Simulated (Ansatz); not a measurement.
# BiPbBrO2: the cost of one run

Computed with Ansatz 0.2.0 (DFT LDA, scalar-relativistic, plane waves, PAW, unless a step's input says otherwise).

### Step 1. The structure to begin with

The structure is tetragonal, space group I4mm (No. 107). Conventional cell: a = 4.010 Å, b = 4.010 Å, c = 13.193 Å, α = 90.00°, β = 90.00°, γ = 90.00°. Bi (site symmetry 4mm) is surrounded by 4 O at 2.29 Å. Pb (site symmetry 4mm) is surrounded by 4 O at 2.43 Å and 4 Br at 3.52 Å. Br (site symmetry 4mm) has 4 Bi at 3.49 Å and 4 Pb at 3.52 Å as nearest neighbours. O (site symmetry 2mm) has 2 Bi at 2.29 Å and 2 Pb at 2.43 Å as nearest neighbours.

As a file:

```cif
data_structure
_symmetry_space_group_name_H-M 'I4mm'
_symmetry_Int_Tables_number 107
_cell_length_a 4.0099
_cell_length_b 4.0099
_cell_length_c 13.1932
_cell_angle_alpha 90.000
_cell_angle_beta 90.000
_cell_angle_gamma 90.000
_cell_volume 212.14
loop_
_atom_site_label
_atom_site_type_symbol
_atom_site_symmetry_multiplicity
_atom_site_Wyckoff_symbol
_atom_site_fract_x
_atom_site_fract_y
_atom_site_fract_z
_atom_site_occupancy
Bi1 Bi 2 a 0.00000 0.00000 0.34043 1
Pb1 Pb 2 a 0.50000 0.50000 0.15217 1
Br1 Br 2 a 0.50000 0.50000 0.49405 1
O1 O 4 b 0.00000 0.50000 0.25667 1
```

The structure comes from the Materials Project (structure only).

(A quick probe on a coarse mesh, which set the mesh and smearing, is not shown.)

### Step 3. A loose first relaxation

File input.yaml:

```yaml
crystal:
  lattice:
    - [-2.004951, 2.004951, 6.59658]
    - [2.004951, -2.004951, 6.59658]
    - [2.004951, 2.004951, -6.59658]
  atoms:
    - { symbol: Bi, position: [0.340433, 0.340433, 0.0] }
    - { symbol: Pb, position: [0.652174, 0.652174, 0.0] }
    - { symbol: Br, position: [0.99405, 0.99405, 0.0] }
    - { symbol: O, position: [0.756671, 0.256671, 0.5] }
    - { symbol: O, position: [0.256671, 0.756671, 0.5] }
basis:
  ecutwfc: 420
kpoints:
  mp_grid: { grid: [8, 8, 8] }
hamiltonian:
  xc: lda
scf:
  occupations: { method: gaussian, width: 0.1 }
output:
  forces: true
  stress: true
  eigenvalues: true
relax:
  adjacent_minimum: "off"
  f_tol: 0.05
  max_steps: 80
  cell: { stress_tol: 0.5 }
```

The run is started by

```console
> ansatz run input.yaml --threads 2 --pin off --max-ram 5120MiB --backend cpu --events-out ev --progress --plain --runs-dir out
```

Q: Estimate wall time and peak memory on 2 threads of Arm Neoverse V1, shared host.

About 66 s, with a peak of 0.46 GiB.
